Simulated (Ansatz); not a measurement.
I need a short molecular-dynamics run of C₂H₄OSi, SMILES O[SiH]1C=C1. Use the Ansatz DFT code, driven from Python. Settings (for the species named): B3LYP, def2-SVP basis, multiplicity 1.

The script reads `c2h4osi.xyz`:
```text
8

O    -0.42950    1.50310   -1.01560
Si    0.40680    0.71100    0.07360
C     0.55350   -1.01400   -0.13710
C    -0.34160   -0.72070    0.66520
H    -1.10320    1.01120   -1.56100
H     1.01320    1.49410    1.18540
H     1.12250   -1.86020   -0.52320
H    -1.12950   -1.18170    1.25700
```

`c2h4osi_md.py`
```python
"""Molecular dynamics of one C2H4OSi molecule."""

import ansatz as az
import numpy as np


def main() -> None:
    geometry = az.Crystal.molecule_from_extxyz("c2h4osi.xyz")

    setup = (
        geometry.calculation()
        .basis(gaussian="def2-SVP")  # the orbital basis, by name
        .functional("B3LYP")
    )
    symbols = [site.symbol for site in geometry.cartesian_sites]
    start = np.array([site.position_ang for site in geometry.cartesian_sites], dtype=float)
    data = setup.relax(force_tolerance=0.02).run(threads=1).report
    end = np.array(data["positions_ang"])
    minimum = az.Crystal.molecule()
    for symbol, place in zip(symbols, end):
        minimum = minimum.atom(symbol, place.tolist())

    # dynamics from the relaxed geometry
    setup = minimum.calculation()
    setup = setup.basis(gaussian="def2-SVP")
    setup = setup.functional("B3LYP")
    setup = setup.md("nvt_nose_hoover", timestep=0.25, steps=40, temperature=500, initial_velocities="maxwell_boltzmann", seed=87, thermostat_time=50)
    frames = []
    done = setup.session().plan().execute(on_event=lambda e: frames.append(e["data"]) if e["event"] == "md_step" else None)
    print("t (fs)   E_pot (eV)      E_kin (eV)   T (K)   d(0-1) (A)")
    for f in frames[::3]:
        xyz = np.array(f["positions_ang"])
        print(f"{f['time_fs']:6.2f} {f['lagrangian_ev']:14.5f} {f['e_kin_ev']:10.5f} {f['temperature_k']:8.1f} {np.linalg.norm(xyz[0] - xyz[1]):9.4f}")
    kept = np.array([f["conserved_ev"] for f in frames])
    print(f"conserved energy moves by at most {1000 * np.ptp(kept):.3f} meV")


if __name__ == "__main__":
    main()
```

`python c2h4osi_md.py` gives:
```text
t (fs)   E_pot (eV)      E_kin (eV)   T (K)   d(0-1) (A)
  0.00   -12057.71431    0.38778    500.0    1.6648
  0.75   -12057.69852    0.37208    479.8    1.6650
  1.50   -12057.66149    0.33520    432.2    1.6651
  2.25   -12057.62267    0.29651    382.3    1.6651
  3.00   -12057.59603    0.26994    348.1    1.6649
  3.75   -12057.58328    0.25721    331.6    1.6646
  4.50   -12057.57625    0.25022    322.6    1.6643
  5.25   -12057.56314    0.23719    305.8    1.6641
  6.00   -12057.53513    0.20937    270.0    1.6639
  6.75   -12057.49323    0.16776    216.3    1.6640
  7.50   -12057.45127    0.12611    162.6    1.6642
  8.25   -12057.42749    0.10256    132.2    1.6645
  9.00   -12057.42795    0.10313    133.0    1.6649
  9.75   -12057.44064    0.11594    149.5    1.6653
conserved energy moves by at most 0.411 meV
```

Reading the output:
- Total energies depend on the basis set; only differences at equal settings carry meaning.
- The trajectory is only some femtoseconds long, so its temperature is not equilibrated; where the script doesn't relax first, it starts from a rough generated geometry.
- b3lyp holds the VWN-RPA fit, as in Gaussian; the form of ORCA and Turbomole is b3lyp5.
- The temperature counts the internal degrees of freedom alone.
- The whole script took 2.1 min on 1 thread of Arm Neoverse V1, on a shared host, peak memory 0.23 GiB.
